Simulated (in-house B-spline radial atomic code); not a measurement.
# Xe⁶⁺: ionisation energy by several methods

The task here is to estimate one member of a computed series from the others.

The numbers are computed with in-house B-spline radial atomic code version 1 (scalar-relativistic (X2C), several functionals, spin-polarised, exact exchange averaged over the configuration; spherical all-electron atom at the radial basis limit), except any that are marked as measured or tabulated.

### Starting point

```
element       : xenon (Z = 54)
charge        : +6
electrons     : 48
configuration : [Kr] 4d10 5s2
nucleus       : Fermi, rms radius 4.786 fm
```

The outer shells:

[Kr] 4d10 5s2
```
[Kr] core
4d [↑↓][↑↓][↑↓][↑↓][↑↓]
5s [↑↓]
```

Where spins are not typed, each open shell is filled with up spins first.

The first run:

Settings of the run:

```ini
Z = 54
electrons = 48.0
configuration = [Kr] 4d10 5s2
hamiltonian = x2c
method = r2scan0
spin_polarised = True
nucleus = fermi
rms_radius = 4.7859
mass_number = 132
atomic_mass = 131.90415508346
speed_of_light = 137.035999084
exact_exchange = averaged over the configuration
```

The run is started by

```console
> python run_scf.py task.json out
```

task.json lists these runs, among others, and the program works through them in turn.

Among the steps run: r2SCAN0, a global hybrid; M06-2X, a global hybrid; HSE06, a range-separated hybrid; BHandHLYP, a global hybrid; B97-1, a global hybrid.

One table of the session follows, with a row left open; its other results are not shown here.

| method | ΔSCF (eV) |
| --- | --- |
| r2SCAN0 | ? |
| M06-2X | 92.099 |
| BHandHLYP | 91.841 |
| B97-1 | 92.334 |
| HSE06 | 92.067 |

Estimate the missing values for r2SCAN0.

**Answer.** ΔSCF (eV): 91.501. In the column «ΔSCF (eV)» it is the lowest.
